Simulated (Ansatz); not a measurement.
Working through a small convex hull of the Sr-Ag system

With Ansatz's Python interface.

Interactive session:
```pycon
>>> from collections import Counter
>>> import ansatz as az
>>> import numpy as np
>>> from scipy.spatial import ConvexHull
>>> PHASES = {
...     "Sr3Ag Pm-3m": (
...         [(5.490875, 0.0, 0.0), (0.0, 5.490875, 0.0), (0.0, 0.0, 5.490875)],
...         [
...             ("Sr", (0.0, 0.5, 0.5)),
...             ("Sr", (0.5, 0.0, 0.5)),
...             ("Sr", (0.5, 0.5, 0.0)),
...             ("Ag", (0.0, 0.0, 0.0)),
...         ],
...     ),
...     "SrAg5 P6/mmm": (
...         [(5.675, 0.0, 0.0), (-2.8375, 4.914694, 0.0), (0.0, 0.0, 4.619)],
...         [
...             ("Sr", (0.0, 0.0, 0.0)),
...             ("Ag", (1 / 3, 2 / 3, 0.0)),
...             ("Ag", (2 / 3, 1 / 3, 0.0)),
...             ("Ag", (0.5, 0.0, 0.5)),
...             ("Ag", (0.5, 0.5, 0.5)),
...             ("Ag", (0.0, 0.5, 0.5)),
...         ],
...     ),
...     "Sr": (
...         [(0.0, 3.04235, 3.04235), (3.04235, 0.0, 3.04235), (3.04235, 3.04235, 0.0)],
...         [
...             ("Sr", (0.0, 0.0, 0.0)),
...         ],
...     ),
...     "Ag": (
...         [(0.0, 2.04275, 2.04275), (2.04275, 0.0, 2.04275), (2.04275, 2.04275, 0.0)],
...         [
...             ("Ag", (0.0, 0.0, 0.0)),
...         ],
...     ),
... }
>>> def build(vectors, sites):
...     crystal = az.Crystal(lattice=az.Lattice.of(vectors))
...     for symbol, position in sites:
...         crystal = crystal.atom(symbol, position)
...     return crystal
...
>>> def ground_state(name, crystal):
...     calc = (
...         crystal.calculation()
...         .functional("PBEsol")
...         .basis(500)
...         .kpoints(spacing=0.3)
...         .occupations("cold", width=0.1)
...     )
...     calc = calc.relax(force_tolerance=0.03, max_steps=60, cell=True)
...     return calc.run()
...
>>> def counts(outcome):
...     return Counter(site.symbol for site in outcome.lattice.sites)
...
>>> def formation_energy(outcome, mu):
...     n = counts(outcome)
...     return (outcome.report["energy_sigma0_ev"] - sum(k * mu[element] for element, k in n.items())) / sum(n.values())
...
>>> phases = {name: build(*cell) for name, cell in PHASES.items()}
>>> done = {}
>>> for name, crystal in phases.items():
...     done[name] = ground_state(name, crystal)
...     print(f"{name}: {done[name].report['energy_sigma0_ev']:.4f} eV, {len(done[name].lattice.sites)} atoms")
...
Sr3Ag Pm-3m: -17998.7024 eV, 4 atoms
SrAg5 P6/mmm: -41104.4818 eV, 6 atoms
Sr: -3492.1871 eV, 1 atoms
Ag: -7522.2682 eV, 1 atoms
>>> # chemical potentials of the elements at zero temperature
>>> references = {"Sr": "Sr", "Ag": "Ag"}
>>> mu = {element: done[name].report["energy_sigma0_ev"] / len(done[name].lattice.sites) for element, name in references.items()}
>>> points = sorted((counts(o)["Ag"] / len(o.lattice.sites), formation_energy(o, mu), name) for name, o in done.items())
>>> xy = np.array([(x, e) for x, e, _ in points] + [(0.5, 10.0)])
>>> hull = sorted(tuple(xy[i]) for i in ConvexHull(xy).vertices if xy[i, 1] < 5)
>>> rows = [(name, x, e, e - np.interp(x, *zip(*hull))) for x, e, name in points]
>>> print("     phase       x(Ag)  E_form (eV/atom)  above hull (eV/atom)")
     phase       x(Ag)  E_form (eV/atom)  above hull (eV/atom)
>>> for row in rows:
...     print(f"{str(row[0]):>10}  {row[1]:10.3f}  {row[2]:16.4f}  {row[3]:20.4f}")
...
        Sr       0.000            0.0000                0.0000
Sr3Ag Pm-3m       0.250            0.0317                0.0794
SrAg5 P6/mmm       0.833           -0.1590                0.0000
        Ag       1.000            0.0000                0.0000
>>> print("on the hull of these phases:", ", ".join(row[0] for row in rows if row[3] < 1e-6))
on the hull of these phases: Sr, SrAg5 P6/mmm, Ag
```

What to keep in mind:
- Total energies depend on the potentials; only differences at equal settings carry meaning.
- For the metals among these phases the mesh is modest: differences between phases can be off by up to 40 meV an atom.
- The cells come from databases of deposited and of computed structures, and not all need be stable phases.
- Differences under about 40 meV an atom lie within the error of mesh and functional, so such verdicts may flip; only the cells listed enter the hull.
- Run time: 47 s on 1 thread of Arm Neoverse V2, on a shared host, peak memory 0.59 GiB.

(Lines on the test bed's own set-up are left out of the output.)
